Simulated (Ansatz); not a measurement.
**CH3ClFNOSi: up Jacob's ladder to CCSD(T)**

The task here is to estimate one member of a computed series from the others.

Computed with Ansatz 0.2.0, Gaussian basis. Level: functionals in def2-TZVPP, the program's frozen cores in correlated methods.

The runs, in order: PBE-D4, r2SCAN-D4, PBE0-D4, B3LYP-D4, ωB97X-V, ωB97M-V, B2PLYP; CCSD(T)/def2-TZVPP; MP2/def2-QZVPP; extrapolation to the limit.

**Structure used throughout**

An earlier PBE0-D4 in a triple-zeta def2 set relaxation fixed the geometry.

9 atoms, charge 0, spin multiplicity 1.

Atoms are counted from 1 here; the program's logs count them from 0.

Bond lengths: N1–C2 1.294 Å, N1–H7 1.011 Å, N1–H8 1.012 Å, C2–Si4 1.878 Å, C2–H9 1.088 Å, O3–Si4 1.536 Å, Si4–F5 1.604 Å, Si4–Cl6 2.042 Å. Angles: C2–N1–H7 123.2°, C2–N1–H8 119.6°, H7–N1–H8 116.9°, N1–C2–Si4 122.6°, N1–C2–H9 115.2°, Si4–C2–H9 120.1°, C2–Si4–O3 92.8°, C2–Si4–F5 102.3°, C2–Si4–Cl6 110.5°, O3–Si4–F5 121.0°, O3–Si4–Cl6 122.7°, F5–Si4–Cl6 104.5°.

As a file:

| atom | x (Å) | y (Å) | z (Å) |
| --- | --- | --- | --- |
| N1 | 1.03471 | -1.10299 | 0.04053 |
| C2 | 0.41435 | -0.09648 | 0.56680 |
| O3 | -2.06222 | 0.04399 | 0.42730 |
| Si4 | -0.96621 | 0.81660 | -0.32106 |
| F5 | -0.64475 | 0.50846 | -1.86221 |
| Cl6 | -0.72006 | 2.83592 | -0.14134 |
| H7 | 1.53923 | -1.78893 | 0.58471 |
| H8 | 0.95744 | -1.27369 | -0.95429 |
| H9 | 0.53600 | 0.01072 | 1.64245 |

The first run:

in.yaml reads:

```yaml
crystal:
  periodic: [false, false, false]
  atoms:
    - {symbol: N, position_ang: [1.034711, -1.102994, 0.040534]}
    - {symbol: C, position_ang: [0.414355, -0.096480, 0.566797]}
    - {symbol: O, position_ang: [-2.062222, 0.043993, 0.427305]}
    - {symbol: Si, position_ang: [-0.966209, 0.816600, -0.321056]}
    - {symbol: F, position_ang: [-0.644751, 0.508463, -1.862210]}
    - {symbol: Cl, position_ang: [-0.720061, 2.835917, -0.141341]}
    - {symbol: H, position_ang: [1.539234, -1.788931, 0.584710]}
    - {symbol: H, position_ang: [0.957443, -1.273691, -0.954293]}
    - {symbol: H, position_ang: [0.536000, 0.010722, 1.642454]}
basis:
  gaussian: {orbitals: def2-TZVPP}
hamiltonian: {xc: pbe, dispersion: d4}
output: {forces: true, orbitals: {seedname: orbitals}}
```

The run is started by

```
> ansatz run in.yaml --threads 4 --pin off --events-out ev --progress --plain --max-ram 10444MiB
```

Among the steps run: PBE-D4 (GGA); r2SCAN-D4 (meta-GGA); PBE0-D4 (hybrid); B3LYP-D4 (hybrid); ωB97X-V (range-separated); ωB97M-V (range-separated); B2PLYP (double hybrid); CCSD(T) in def2-TZVPP; MP2 in def2-QZVPP.

One of the session's tables, all rows but one given; the rest of the session is left out.

| method | atomisation energy (kcal/mol) |
| --- | --- |
| PBE-D4 | 873.2 |
| r2SCAN-D4 | 849.6 |
| PBE0-D4 | 842.4 |
| B3LYP-D4 | 842.5 |
| ωB97X-V | 845.6 |
| ωB97M-V | 847.3 |
| B2PLYP | 834.8 |
| HF/def2-TZVPP | 571.2 |
| MP2/def2-TZVPP | ? |
| CCSD/def2-TZVPP | 794.9 |
| CCSD(T)/def2-TZVPP | 813.9 |
| MP2/CBS | 875.3 |
| CCSD(T)/CBS | 845.2 |

Q: Estimate the row for MP2/def2-TZVPP from the others.

The run gave: atomisation energy (kcal/mol): 844.0. In the column «atomisation energy (kcal/mol)» it lies between B3LYP-D4 (842.5) and CCSD(T)/CBS (845.2).

To keep in mind: Free atoms (1 N, 1 C, 1 O, 1 Si, 1 F, 1 Cl, 3 H) were run apart at each level; the atomisation energy is their sum less the molecule, without zero-point or spin-orbit terms.
